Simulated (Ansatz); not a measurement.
**Cl2F3HMoO: a ladder of functionals and wavefunction methods**

One table from this session's results is given with a row withheld; the runs are named, their logs left out.

The runs use Ansatz 0.2.0, Gaussian basis; functionals in def2-TZVPP, the program's frozen cores in correlated methods.

The runs, in order: LDA (SPW92), PBE-D4, revPBE-D4, BLYP-D4, r2SCAN-D4, B97M-V, PBE0-D4, B3LYP-D4, r2SCANh-D4, r2SCAN0-D4, HSE06-D4, BHLYP-D4, CAM-B3LYP-D4, LC-ωPBE, ωB97X-V, ωB97M-V, B2PLYP, PBE-QIDH; CCSD(T)/def2-SVP; MP2/def2-TZVPP; MP2/def2-QZVPP; RPA on PBE.

## The geometry

The geometry comes from an earlier relaxation with PBE0-D4 in a triple-zeta def2 set; it is a stationary point, not always the lowest conformer. Mo takes the def2 core potential; no spin-orbit term is included.

SMILES `[OH][Mo]([F])([F])([F])([Cl])[Cl]`, 8 atoms, charge 0, spin multiplicity 1.

Atoms are counted from 1 here; the program's logs count them from 0.

Bond lengths: O1–Mo2 1.820 Å, O1–H8 0.962 Å, Mo2–F3 1.834 Å, Mo2–F4 1.834 Å, Mo2–F5 1.829 Å, Mo2–Cl6 2.319 Å, Mo2–Cl7 2.261 Å. Angles: Mo2–O1–H8 135.8°, O1–Mo2–F3 93.3°, O1–Mo2–F4 93.3°, O1–Mo2–F5 167.1°, O1–Mo2–Cl6 84.0°, O1–Mo2–Cl7 96.3°, F3–Mo2–F4 172.3°, F3–Mo2–F5 87.2°, F3–Mo2–Cl6 92.3°, F3–Mo2–Cl7 87.7°, F4–Mo2–F5 87.3°, F4–Mo2–Cl6 92.3°, F4–Mo2–Cl7 87.7°, F5–Mo2–Cl6 83.0°, F5–Mo2–Cl7 96.7°, Cl6–Mo2–Cl7 179.7°.

Set-up of the first run:

Contents of in.yaml:

```yaml
crystal:
  periodic: [false, false, false]
  atoms:
    - {symbol: O, position_ang: [-0.297005, -1.493037, 0.187560]}
    - {symbol: Mo, position_ang: [0.163458, 0.238609, -0.131548]}
    - {symbol: F, position_ang: [1.438347, 0.252516, 1.187347]}
    - {symbol: F, position_ang: [-0.968851, 0.385727, -1.567247]}
    - {symbol: F, position_ang: [0.324525, 2.059752, -0.183698]}
    - {symbol: Cl, position_ang: [-1.533524, 0.714255, 1.374995]}
    - {symbol: Cl, position_ang: [1.820267, -0.213591, -1.602125]}
    - {symbol: H, position_ang: [-0.947216, -1.944232, 0.734724]}
basis:
  gaussian: {orbitals: def2-TZVPP}
hamiltonian: {xc: lda}
output: {orbitals: {seedname: orbitals}}
```

Command:

```sh
$ ansatz run in.yaml --threads 4 --pin off --events-out ev --progress --plain --max-ram 11315MiB
```

Among the steps run: LDA; PBE-D4 (GGA); revPBE-D4 (GGA); BLYP-D4 (GGA); r2SCAN-D4 (meta-GGA); B97M-V (meta-GGA); PBE0-D4 (hybrid); B3LYP-D4 (hybrid); r2SCANh-D4 (hybrid); r2SCAN0-D4 (hybrid); HSE06-D4 (hybrid); BHLYP-D4 (hybrid); CAM-B3LYP-D4 (range-separated); LC-ωPBE (range-separated); ωB97X-V (range-separated); ωB97M-V (range-separated); B2PLYP (double hybrid); PBE-QIDH (double hybrid).

One of the session's tables, all rows but one given; the rest of the session is left out.

It belongs to the step «Orbital energies across the functionals». 

```
  functional  HOMO (eV)  LUMO (eV)  gap (eV)
 LDA (SPW92)      -8.15      -5.95      2.20
      PBE-D4      -7.96      -5.75      2.22
   revPBE-D4          ?          ?         ?
     BLYP-D4      -7.82      -5.65      2.17
   r2SCAN-D4      -8.35      -5.92      2.44
      B97M-V      -8.45      -5.93      2.51
     PBE0-D4      -9.47      -5.35      4.12
    B3LYP-D4      -9.19      -5.52      3.67
  r2SCANh-D4      -8.91      -5.74      3.17
  r2SCAN0-D4      -9.73      -5.45      4.29
    HSE06-D4      -9.06      -5.71      3.35
    BHLYP-D4     -10.84      -4.76      6.08
CAM-B3LYP-D4     -10.86      -4.41      6.45
     LC-ωPBE     -12.24      -3.36      8.88
     ωB97X-V     -11.87      -3.39      8.48
     ωB97M-V     -11.73      -3.37      8.36
```

Q: Estimate the row for revPBE-D4 from the others.

As computed: HOMO (eV): -7.89; LUMO (eV): -5.66; gap (eV): 2.23. In the column «HOMO (eV)» it lies between PBE-D4 (-7.96) and BLYP-D4 (-7.82).
